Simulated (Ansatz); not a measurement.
**CH6BNSSi: small, medium and large basis sets**

One table from this session's results is given with a row withheld; the runs are named, their logs left out.

Program: Ansatz 0.2.0, Gaussian basis. Level of theory: one geometry, several basis sets. These are calculated values, not measurements.

Levels to be run: PBE0-D4/def2-SVP; ωB97M-V/def2-SVP; PBE0-D4/def2-QZVPP; ωB97M-V/def2-QZVPP; the functionals' def2-TZVPP values are taken from earlier runs.

### The geometry

An earlier PBE0-D4 in a triple-zeta def2 set relaxation fixed the geometry.

SMILES `C[SiH]1SB1N`, 11 atoms, charge 0, spin multiplicity 1.

Atoms are counted from 1 here; the program's logs count them from 0.

Bond lengths: C1–Si2 1.866 Å, C1–H6 1.092 Å, C1–H7 1.094 Å, C1–H8 1.091 Å, Si2–S3 2.167 Å, Si2–B4 1.929 Å, Si2–H9 1.486 Å, S3–B4 1.811 Å, B4–N5 1.383 Å, N5–H10 1.004 Å, N5–H11 1.007 Å. Angles: Si2–C1–H6 110.8°, Si2–C1–H7 110.2°, Si2–C1–H8 110.5°, H6–C1–H7 108.0°, H6–C1–H8 108.7°, H7–C1–H8 108.6°, C1–Si2–S3 116.4°, C1–Si2–B4 125.7°, C1–Si2–H9 111.0°, S3–Si2–B4 52.1°, S3–Si2–H9 113.3°, B4–Si2–H9 122.0°, Si2–S3–B4 57.2°, Si2–B4–S3 70.7°, Si2–B4–N5 155.2°, S3–B4–N5 134.1°, B4–N5–H10 122.6°, B4–N5–H11 123.1° and more.

Geometry (Å):

```xyz
11
CH6BNSSi
C    -1.89068    0.07649    0.81464
Si   -0.04725    0.36463    0.82304
S     1.20418   -1.40407    0.82212
B     1.18932   -0.21149   -0.54010
N     1.85211   -0.12584   -1.75109
H    -2.23582   -0.25480    1.79681
H    -2.41630    1.00285    0.56630
H    -2.15566   -0.68211    0.07663
H     0.33284    1.35330    1.86589
H     1.71206    0.63527   -2.39138
H     2.52060   -0.81122   -2.06208
```

The first run:

Contents of in.yaml:

```yaml
crystal:
  periodic: [false, false, false]
  atoms:
    - {symbol: C, position_ang: [-1.890683, 0.076490, 0.814639]}
    - {symbol: Si, position_ang: [-0.047252, 0.364629, 0.823038]}
    - {symbol: S, position_ang: [1.204177, -1.404067, 0.822123]}
    - {symbol: B, position_ang: [1.189318, -0.211495, -0.540096]}
    - {symbol: N, position_ang: [1.852111, -0.125841, -1.751087]}
    - {symbol: H, position_ang: [-2.235815, -0.254801, 1.796811]}
    - {symbol: H, position_ang: [-2.416301, 1.002849, 0.566304]}
    - {symbol: H, position_ang: [-2.155656, -0.682112, 0.076630]}
    - {symbol: H, position_ang: [0.332844, 1.353298, 1.865893]}
    - {symbol: H, position_ang: [1.712061, 0.635272, -2.391375]}
    - {symbol: H, position_ang: [2.520596, -0.811223, -2.062079]}
basis:
  gaussian: {orbitals: def2-SVP}
hamiltonian: {xc: pbe0, dispersion: d4}
output: {orbitals: {seedname: orbitals}}
```

Run with:

```console
$ ansatz run in.yaml --threads 4 --pin off --events-out ev --progress --plain --max-ram 10444MiB
```

Steps of the session up to this table: PBE0-D4 in def2-SVP; ωB97M-V in def2-SVP; PBE0-D4 in def2-QZVPP; ωB97M-V in def2-QZVPP.

One table of the session follows, with a row left open; its other results are not shown here.

It belongs to the step «Density functionals: the series». 

```
functional       basis  HOMO (eV)  LUMO (eV)
   PBE0-D4    def2-SVP      -6.59       0.11
   PBE0-D4  def2-TZVPP      -6.66      -0.23
   PBE0-D4  def2-QZVPP      -6.68      -0.32
   ωB97M-V    def2-SVP      -8.60       2.17
   ωB97M-V  def2-TZVPP          ?          ?
   ωB97M-V  def2-QZVPP      -8.72       1.43
```

Estimate the missing values for ωB97M-V, def2-TZVPP.

The run gave: HOMO (eV): -8.70; LUMO (eV): 1.69. In the column «HOMO (eV)» it lies between ωB97M-V, def2-QZVPP (-8.72) and ωB97M-V, def2-SVP (-8.60).
